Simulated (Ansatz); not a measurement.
# CH8AlBGe: a nudged elastic band in two tries

The task is a band of images between two relaxed ends. SMILES of the start: B[CH2][AlH][GeH3].

All numbers below are computed with Ansatz 0.2.0 (RKS B3LYP/def2-SVP).

## Step 1: The starting structure

Bond lengths: B1–C2 1.523 Å, C2–Al3 1.993 Å, Al3–Ge4 2.488 Å, B1–H5 1.211 Å, B1–H6 1.211 Å, C2–H7 1.106 Å, C2–H8 1.102 Å, Al3–H9 1.587 Å, Ge4–H10 1.547 Å, Ge4–H11 1.549 Å, Ge4–H12 1.549 Å. Angles (14 of 18 angles, heavy atoms first): B1–C2–Al3 105.6°, C2–Al3–Ge4 121.2°, B1–C2–H7 115.1°, B1–C2–H8 116.5°, Al3–C2–H7 99.9°, Al3–C2–H8 104.9°, C2–B1–H5 120.8°, C2–B1–H6 120.9°, C2–Al3–H9 118.4°, Ge4–Al3–H9 120.3°, Al3–Ge4–H10 113.6°, Al3–Ge4–H11 111.3°, Al3–Ge4–H12 111.8°, H7–C2–H8 112.6°.

Structure file:

```xyz
12

B    -1.1494    2.0130    0.1897
C    -1.3391    0.5571    0.5945
Al    0.4972   -0.2005    0.7514
Ge    1.4070   -1.7452   -0.9738
H    -1.1262    2.3341   -0.9775
H    -0.9207    2.8647    1.0190
H    -1.6977    0.4016    1.6292
H    -1.8518   -0.0921   -0.1334
H     1.3429    0.1357    2.0509
H     0.4248   -2.0240   -2.1362
H     2.7014   -1.1796   -1.6096
H     1.7885   -3.1199   -0.3703
```

## Step 2: First try

The input, input.yaml:

```yaml
crystal:
  periodic: [false, false, false]
  atoms:
    - { symbol: B, position_ang: [-1.149384, 2.01297, 0.189726] }
    - { symbol: C, position_ang: [-1.339051, 0.557109, 0.594472] }
    - { symbol: Al, position_ang: [0.497161, -0.200514, 0.751384] }
    - { symbol: Ge, position_ang: [1.407005, -1.745218, -0.973779] }
    - { symbol: H, position_ang: [-1.12623, 2.334116, -0.977514] }
    - { symbol: H, position_ang: [-0.920684, 2.864654, 1.019006] }
    - { symbol: H, position_ang: [-1.697683, 0.401553, 1.629188] }
    - { symbol: H, position_ang: [-1.85176, -0.092146, -0.133386] }
    - { symbol: H, position_ang: [1.342927, 0.135721, 2.050912] }
    - { symbol: H, position_ang: [0.424799, -2.023991, -2.136201] }
    - { symbol: H, position_ang: [2.701366, -1.179638, -1.609632] }
    - { symbol: H, position_ang: [1.788534, -3.119916, -0.370276] }
magnetization:
  spin_polarized: true
  initial_magnetization: 1
basis:
  gaussian: { orbitals: def2-SVP }
hamiltonian:
  xc: b3lyp
neb:
  order_check: false
  images: 5
  f_tol: 0.03
  max_iterations: 8
  final_atoms:
    - { symbol: B, position_ang: [-1.27112153, 2.0503762, 0.78300109] }
    - { symbol: C, position_ang: [-1.11713415, 0.84251566, -0.13066463] }
    - { symbol: Al, position_ang: [0.61517857, 0.02420321, 0.42896266] }
    - { symbol: Ge, position_ang: [1.31236349, -2.0686384, -0.72679285] }
    - { symbol: H, position_ang: [-0.7801558, 3.1175149, 0.48935887] }
    - { symbol: H, position_ang: [-1.80832369, 1.94853625, 1.86341901] }
    - { symbol: H, position_ang: [-1.8342942, 0.01141305, -0.00830006] }
    - { symbol: H, position_ang: [-0.94387001, 1.03633003, -1.20480215] }
    - { symbol: H, position_ang: [1.52768691, 0.66975757, 1.55549656] }
    - { symbol: H, position_ang: [0.34852637, -3.24002024, -0.40985198] }
    - { symbol: H, position_ang: [1.29520808, -1.90637701, -2.26736894] }
    - { symbol: H, position_ang: [2.73293596, -2.54091123, -0.33855759] }
  initial_path:
    images:
      - { positions_ang: [[-1.149384, 2.01297, 0.189726], [-1.339051, 0.557109, 0.594472], [0.497161, -0.200514, 0.751384], [1.407005, -1.745218, -0.973779], [-1.12623, 2.334116, -0.977514], [-0.920684, 2.864654, 1.019006], [-1.697683, 0.401553, 1.629188], [-1.85176, -0.092146, -0.133386], [1.342927, 0.135721, 2.050912], [0.424799, -2.023991, -2.136201], [2.701366, -1.179638, -1.609632], [1.788534, -3.119916, -0.370276]] }
      - { positions_ang: [[-1.08089946, 2.04884335, 0.25664227], [-1.31368419, 0.56849724, 0.52026677], [0.4709975, -0.25579665, 0.73838436], [1.40927167, -1.78914713, -0.97565241], [-0.83377101, 2.43599387, -0.79417441], [-1.13322843, 2.8651632, 1.06597604], [-1.79113024, 0.38163817, 1.4787889], [-1.77593011, 0.04191638, -0.28798035], [1.3134027, 0.06426208, 2.07176056], [0.39251513, -2.35596936, -1.81943324], [2.32671497, -1.15560656, -1.82539694], [2.09274146, -2.9050946, -0.39528155]] }
      - { positions_ang: [[-1.01241492, 2.08471671, 0.32355855], [-1.28831738, 0.57988548, 0.44606153], [0.44483401, -0.3110793, 0.72538473], [1.41153834, -1.83307625, -0.97752583], [-0.54131201, 2.53787174, -0.61083482], [-1.34577285, 2.86567241, 1.11294608], [-1.88457747, 0.36172334, 1.3283898], [-1.70010023, 0.17597876, -0.4425747], [1.28387839, -0.00719683, 2.09260912], [0.36023126, -2.68794773, -1.50266548], [1.95206394, -1.13157511, -2.04116188], [2.39694892, -2.6902732, -0.42028711]] }
      - { positions_ang: [[-0.94393037, 2.12059006, 0.39047482], [-1.26295057, 0.59127372, 0.3718563], [0.41867051, -0.36636195, 0.71238509], [1.41380501, -1.87700538, -0.97939924], [-0.24885302, 2.63974961, -0.42749522], [-1.55831728, 2.86618161, 1.15991611], [-1.97802471, 0.34180851, 1.1779907], [-1.62427034, 0.31004114, -0.59716905], [1.25435409, -0.07865575, 2.11345769], [0.32794738, -3.01992609, -1.18589772], [1.57741291, -1.10754367, -2.25692681], [2.70115638, -2.4754518, -0.44529266]] }
      - { positions_ang: [[-1.05299409, 2.09718544, 0.52131691], [-1.21434509, 0.67502103, 0.20434932], [0.4841732, -0.23617357, 0.61791095], [1.37999117, -1.94088306, -0.89519711], [-0.42595394, 2.79900471, -0.12187719], [-1.64165275, 2.56029983, 1.39441708], [-1.93011454, 0.23167669, 0.78256045], [-1.39747023, 0.55213744, -0.79971342], [1.34546503, 0.17081536, 1.92747064], [0.33480705, -3.09329081, -0.92721581], [1.48334463, -1.37382145, -2.26040752], [2.71174958, -2.49727161, -0.4097143]] }
      - { positions_ang: [[-1.16205781, 2.07378082, 0.652159], [-1.16573962, 0.75876835, 0.03684235], [0.54967588, -0.10598518, 0.52343681], [1.34617733, -2.00476073, -0.81099498], [-0.60305487, 2.95825981, 0.18374084], [-1.72498822, 2.25441804, 1.62891805], [-1.88220437, 0.12154487, 0.38713019], [-1.17067012, 0.79423374, -1.00225778], [1.43657597, 0.42028647, 1.7414836], [0.34166671, -3.16665553, -0.66853389], [1.38927635, -1.64009923, -2.26388823], [2.72234277, -2.51909142, -0.37413595]] }
      - { positions_ang: [[-1.27112153, 2.0503762, 0.78300109], [-1.11713415, 0.84251566, -0.13066463], [0.61517857, 0.02420321, 0.42896266], [1.31236349, -2.0686384, -0.72679285], [-0.7801558, 3.1175149, 0.48935887], [-1.80832369, 1.94853625, 1.86341901], [-1.8342942, 0.01141305, -0.00830006], [-0.94387001, 1.03633003, -1.20480215], [1.52768691, 0.66975757, 1.55549656], [0.34852637, -3.24002024, -0.40985198], [1.29520808, -1.90637701, -2.26736894], [2.73293596, -2.54091123, -0.33855759]] }
```

Launch:

```bash
> ansatz run input.yaml --threads 2 --pin off --max-ram 3072MiB --backend cpu --events-out ev --progress --plain --runs-dir out
```

What does the calculation give? Wanted: first try.

**Answer**, as computed:

```
 quantity                                                                                                    value
first try                                                                                                  refused
    cause  the number of unpaired electrons doesn't fit the number of electrons: even goes with even, odd with odd
```

**Reading.** The fault in the first input was caught at the input check and cost nothing.
